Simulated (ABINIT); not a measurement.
# NbCu (Fm-3m) in ABINIT: equation of state

How stiff is NbCu in PBE, and what volume does it want? The cell is scaled to several volumes.

All numbers are computed with ABINIT 10.8.3 (patched build); they aren't measurements. Logs are shortened: lines on timing, memory, paths and dates and some standing lists are left out, and cuts for length are marked. The log counts tension as positive stress, the text compression.

## (1) The crystal as given

The structure is cubic, space group Fm-3m (No. 225). Conventional cell: a = 5.124 Å, b = 5.124 Å, c = 5.124 Å, α = 90.00°, β = 90.00°, γ = 90.00°. Nb (site symmetry m-3m) is surrounded by 6 Cu at 2.56 Å. Cu (site symmetry m-3m) has 6 Nb at 2.56 Å as nearest neighbours.

The cell was built by a generator and needn't be a form met in nature.

## (2) Equation of state, PBE

File run.abi:

```
# Datasets: one volume each
ndtset 7
getwfk -1
scalecart1 3*0.9795861087
scalecart2 3*0.9864848297
scalecart3 3*0.9932883884
scalecart4 3*1.0000000000
scalecart5 3*1.0066227096
scalecart6 3*1.0131594038
scalecart7 3*1.0196128224

# Pseudopotentials
pp_dirpath "./"
pseudos "Nb.GGA_PBE-JTH.xml, Cu.GGA_PBE-JTH.xml"

# Structure
acell 3*1.0
rprim
     0.0000000000     4.8418751738     4.8418751738
     4.8418751738     0.0000000000     4.8418751738
     4.8418751738     4.8418751738     0.0000000000
ntypat 2
znucl 41 29
natom 2
typat 1 2
xred
     0.0000000000     0.0000000000     0.0000000000
     0.5000000000     0.5000000000     0.5000000000

# Plane-wave basis
ecut 707.496042 eV
pawecutdg 48.0
pawxcdev 0

# k points
kptopt 1
ngkpt 9 9 9
nshiftk 1
shiftk 0.0 0.0 0.0

# Exchange and correlation
ixc 11

# Bands and occupations
nband 20
occopt 3
tsmear 0.00183747

# SCF cycle
nstep 100
tolvrs 1.0e-9

# Output
iomode 3
prtwf 1
prtden 0
prteig 0
prtebands 0
```

Potentials or basis: JTH PAW PBE v2.0.

Command:

```console
abinit run.abi > log 2>&1
```

run.abo:

```text
.Version 10.8.3 of ABINIT
 DATASET    1 : space group Fm -3 m (#225); Bravais cF (face-center cubic)
================================================================================
 Values of the parameters that define the memory need for DATASET  1.
     intxc =       0    ionmov =       0      iscf =      17    lmnmax =      18
     lnmax =       6     mgfft =      32  mpssoang =       3    mqgrid =    3001
     natom =       2  nloc_mem =       2    nspden =       1   nspinor =       1
    nsppol =       1      nsym =      48    n1xccc =       1    ntypat =       2
    occopt =       3   xclevel =       2
       mpw =        1363          nfft =       32768          nkpt =          35
 PAW method is used; the additional fine FFT grid is defined by:
   mgfftf=        45    nfftf =     91125
================================================================================
================================================================================
[... 71 lines left out ...]
 DATASET    7 : space group Fm -3 m (#225); Bravais cF (face-center cubic)
================================================================================
 Values of the parameters that define the memory need for DATASET  7.
     intxc =       0    ionmov =       0      iscf =      17    lmnmax =      18
     lnmax =       6     mgfft =      36  mpssoang =       3    mqgrid =    3001
     natom =       2  nloc_mem =       2    nspden =       1   nspinor =       1
    nsppol =       1      nsym =      48    n1xccc =       1    ntypat =       2
    occopt =       3   xclevel =       2
       mpw =        1544          nfft =       46656          nkpt =          35
 PAW method is used; the additional fine FFT grid is defined by:
   mgfftf=        45    nfftf =     91125
================================================================================
================================================================================

--------------------------------------------------------------------------------
------------- Echo of variables that govern the present computation ------------
--------------------------------------------------------------------------------
 -outvars: echo values of preprocessed input variables --------
            acell      1.0000000000E+00  1.0000000000E+00  1.0000000000E+00 Bohr
              amu      9.29063800E+01  6.35460000E+01
             ecut      2.60000000E+01 Hartree
           getwfk          -1
              ixc          11
           jdtset        1    2    3    4    5    6    7
         kptrlatt        9    0    0      0    9    0      0    0    9
          kptrlen1     6.03689628E+01
          kptrlen2     6.07941103E+01
          kptrlen3     6.12133933E+01
          kptrlen4     6.16270098E+01
          kptrlen5     6.20351476E+01
          kptrlen6     6.24379846E+01
          kptrlen7     6.28356894E+01
            natom           2
            nband          20
           ndtset           7
            ngfft1         32      32      32
            ngfft2         32      32      32
            ngfft3         32      32      32
            ngfft4         32      32      32
            ngfft5         32      32      32
            ngfft6         32      32      32
            ngfft7         36      36      36
          ngfftdg          45      45      45
             nkpt          35
            nstep         100
             nsym          48
           ntypat           2
           occopt           3
        pawecutdg      4.80000000E+01 Hartree
         pawxcdev           0
           prtden           0
        prtebands           0
           prteig           0
            rprim1     0.0000000000E+00  4.7430336603E+00  4.7430336603E+00
                       4.7430336603E+00  0.0000000000E+00  4.7430336603E+00
                       4.7430336603E+00  4.7430336603E+00  0.0000000000E+00
            rprim2     0.0000000000E+00  4.7764364063E+00  4.7764364063E+00
                       4.7764364063E+00  0.0000000000E+00  4.7764364063E+00
                       4.7764364063E+00  4.7764364063E+00  0.0000000000E+00
            rprim3     0.0000000000E+00  4.8093783882E+00  4.8093783882E+00
                       4.8093783882E+00  0.0000000000E+00  4.8093783882E+00
                       4.8093783882E+00  4.8093783882E+00  0.0000000000E+00
            rprim4     0.0000000000E+00  4.8418751738E+00  4.8418751738E+00
                       4.8418751738E+00  0.0000000000E+00  4.8418751738E+00
                       4.8418751738E+00  4.8418751738E+00  0.0000000000E+00
            rprim5     0.0000000000E+00  4.8739415070E+00  4.8739415070E+00
                       4.8739415070E+00  0.0000000000E+00  4.8739415070E+00
                       4.8739415070E+00  4.8739415070E+00  0.0000000000E+00
            rprim6     0.0000000000E+00  4.9055913644E+00  4.9055913644E+00
                       4.9055913644E+00  0.0000000000E+00  4.9055913644E+00
                       4.9055913644E+00  4.9055913644E+00  0.0000000000E+00
            rprim7     0.0000000000E+00  4.9368380117E+00  4.9368380117E+00
                       4.9368380117E+00  0.0000000000E+00  4.9368380117E+00
                       4.9368380117E+00  4.9368380117E+00  0.0000000000E+00
          spgroup         225
           tolvrs      1.00000000E-09
           tsmear      1.83747000E-03 Hartree
            typat      1  2
           useylm           1
           xangst1     0.0000000000E+00  0.0000000000E+00  0.0000000000E+00
                       2.5099053219E+00  2.5099053219E+00  2.5099053219E+00
           xangst2     0.0000000000E+00  0.0000000000E+00  0.0000000000E+00
                       2.5275812938E+00  2.5275812938E+00  2.5275812938E+00
           xangst3     0.0000000000E+00  0.0000000000E+00  0.0000000000E+00
                       2.5450134399E+00  2.5450134399E+00  2.5450134399E+00
           xangst4     0.0000000000E+00  0.0000000000E+00  0.0000000000E+00
                       2.5622099983E+00  2.5622099983E+00  2.5622099983E+00
           xangst5     0.0000000000E+00  0.0000000000E+00  0.0000000000E+00
                       2.5791787710E+00  2.5791787710E+00  2.5791787710E+00
           xangst6     0.0000000000E+00  0.0000000000E+00  0.0000000000E+00
                       2.5959271543E+00  2.5959271543E+00  2.5959271543E+00
           xangst7     0.0000000000E+00  0.0000000000E+00  0.0000000000E+00
                       2.6124621679E+00  2.6124621679E+00  2.6124621679E+00
            xcart1     0.0000000000E+00  0.0000000000E+00  0.0000000000E+00
                       4.7430336603E+00  4.7430336603E+00  4.7430336603E+00
            xcart2     0.0000000000E+00  0.0000000000E+00  0.0000000000E+00
                       4.7764364063E+00  4.7764364063E+00  4.7764364063E+00
            xcart3     0.0000000000E+00  0.0000000000E+00  0.0000000000E+00
                       4.8093783882E+00  4.8093783882E+00  4.8093783882E+00
            xcart4     0.0000000000E+00  0.0000000000E+00  0.0000000000E+00
                       4.8418751738E+00  4.8418751738E+00  4.8418751738E+00
            xcart5     0.0000000000E+00  0.0000000000E+00  0.0000000000E+00
                       4.8739415070E+00  4.8739415070E+00  4.8739415070E+00
            xcart6     0.0000000000E+00  0.0000000000E+00  0.0000000000E+00
                       4.9055913644E+00  4.9055913644E+00  4.9055913644E+00
            xcart7     0.0000000000E+00  0.0000000000E+00  0.0000000000E+00
                       4.9368380117E+00  4.9368380117E+00  4.9368380117E+00
             xred      0.0000000000E+00  0.0000000000E+00  0.0000000000E+00
                       5.0000000000E-01  5.0000000000E-01  5.0000000000E-01
            znucl       41.00000   29.00000

================================================================================

 chkinp: Checking input parameters for consistency, jdtset=   1.

 chkinp: Checking input parameters for consistency, jdtset=   2.
[... 40 lines left out ...]
 getcut: wavevector=  0.0000  0.0000  0.0000  ngfft=  45  45  45
         ecut(hartree)=     48.000   => boxcut(ratio)=   2.10327

--- Pseudopotential description ------------------------------------------------
- pspini: atom type   1  psp file is ./Nb.GGA_PBE-JTH.xml
 Pseudopotential format is: paw10
 basis_size (lnmax)=  6 (lmn_size= 18), orbitals=   0   0   1   1   2   2
 Spheres core radius: rc_sph= 2.22094190
 Shapefunction is BESSEL type: shapef(r,l)=aa(1,l)*jl(q(1,l)*r)+aa(2,l)*jl(q(2,l)*r)
 Radius for shape functions =  1.90969629
 Compensation charge density is not taken into account in XC energy/potential

- pspini: atom type   2  psp file is ./Cu.GGA_PBE-JTH.xml
 Pseudopotential format is: paw10
 basis_size (lnmax)=  6 (lmn_size= 18), orbitals=   0   0   1   1   2   2
 Spheres core radius: rc_sph= 2.00090475
 Shapefunction is SIN type: shapef(r)=[sin(pi*r/rshp)/(pi*r/rshp)]**2
 Radius for shape functions =  1.80603571
 Compensation charge density is not taken into account in XC energy/potential

   1.69187773E+03                                ecore*ucvol(ha*bohr**3)
--------------------------------------------------------------------------------

[... 1152 lines left out ...]
 getcut: wavevector=  0.0000  0.0000  0.0000  ngfft=  36  36  36
         ecut(hartree)=     26.000   => boxcut(ratio)=   2.24640

 getcut : COMMENT -
  Note that boxcut > 2.2 ; recall that boxcut=Gcut(box)/Gcut(sphere) = 2
  is sufficient for exact treatment of convolution.
  Such a large boxcut is a waste : you could raise ecut
  e.g. ecut=   32.800994 Hartrees makes boxcut=2

 Fine grid specifications (used for densities):

 getcut: wavevector=  0.0000  0.0000  0.0000  ngfft=  45  45  45
         ecut(hartree)=     48.000   => boxcut(ratio)=   2.02071
--------------------------------------------------------------------------------
[... 153 lines left out ...]
-Cartesian components of stress tensor (GPa)         [Pressure= -7.4410E+00 GPa]
- sigma(1 1)=  7.44098283E+00  sigma(3 2)=  0.00000000E+00
- sigma(2 2)=  7.44098283E+00  sigma(3 1)=  0.00000000E+00
- sigma(3 3)=  7.44098283E+00  sigma(2 1)=  0.00000000E+00

== END DATASET(S) ==============================================================
================================================================================

 -outvars: echo values of variables after computation  --------
            acell      1.0000000000E+00  1.0000000000E+00  1.0000000000E+00 Bohr
           etotal1    -2.5544009506E+02
           etotal2    -2.5544135937E+02
           etotal3    -2.5544207282E+02
           etotal4    -2.5544229014E+02
           etotal5    -2.5544206650E+02
           etotal6    -2.5544145083E+02
           etotal7    -2.5544047810E+02
            fcart1    -0.0000000000E+00 -0.0000000000E+00 -0.0000000000E+00
                      -0.0000000000E+00 -0.0000000000E+00 -0.0000000000E+00
            fcart2    -0.0000000000E+00 -0.0000000000E+00 -0.0000000000E+00
                      -0.0000000000E+00 -0.0000000000E+00 -0.0000000000E+00
            fcart3    -0.0000000000E+00 -0.0000000000E+00 -0.0000000000E+00
                      -0.0000000000E+00 -0.0000000000E+00 -0.0000000000E+00
            fcart4    -0.0000000000E+00 -0.0000000000E+00 -0.0000000000E+00
                      -0.0000000000E+00 -0.0000000000E+00 -0.0000000000E+00
            fcart5    -0.0000000000E+00 -0.0000000000E+00 -0.0000000000E+00
                      -0.0000000000E+00 -0.0000000000E+00 -0.0000000000E+00
[... 38 lines left out ...]
                       0.0000000000E+00  0.0000000000E+00  0.0000000000E+00
           xangst1     0.0000000000E+00  0.0000000000E+00  0.0000000000E+00
                       2.5099053219E+00  2.5099053219E+00  2.5099053219E+00
           xangst2     0.0000000000E+00  0.0000000000E+00  0.0000000000E+00
                       2.5275812938E+00  2.5275812938E+00  2.5275812938E+00
           xangst3     0.0000000000E+00  0.0000000000E+00  0.0000000000E+00
                       2.5450134399E+00  2.5450134399E+00  2.5450134399E+00
           xangst4     0.0000000000E+00  0.0000000000E+00  0.0000000000E+00
                       2.5622099983E+00  2.5622099983E+00  2.5622099983E+00
           xangst5     0.0000000000E+00  0.0000000000E+00  0.0000000000E+00
                       2.5791787710E+00  2.5791787710E+00  2.5791787710E+00
           xangst6     0.0000000000E+00  0.0000000000E+00  0.0000000000E+00
                       2.5959271543E+00  2.5959271543E+00  2.5959271543E+00
           xangst7     0.0000000000E+00  0.0000000000E+00  0.0000000000E+00
                       2.6124621679E+00  2.6124621679E+00  2.6124621679E+00
             xred      0.0000000000E+00  0.0000000000E+00  0.0000000000E+00
                       5.0000000000E-01  5.0000000000E-01  5.0000000000E-01
 Calculation completed.
```

It took 3.5 min on 1 thread of Intel Xeon 6975P-C (Granite Rapids), shared host; peak memory 0.17 GiB.

Results:

```yaml
Equilibrium_volume: 16.81 Å³/atom
Bulk_modulus: 143 GPa
Pressure_derivative_of_the_bulk_modulus: 4.6
```

Energy against volume, from the lowest point:
| volume (Å³/atom) | energy (meV/atom) |
| --- | --- |
| 15.811 | 29.87 |
| 16.148 | 12.66 |
| 16.484 | 2.96 |
| 16.821 | 0.00 |
| 17.157 | 3.04 |
| 17.494 | 11.42 |
| 17.830 | 24.65 |

Caveat: pressures at fixed basis lie under the slope of the energies.
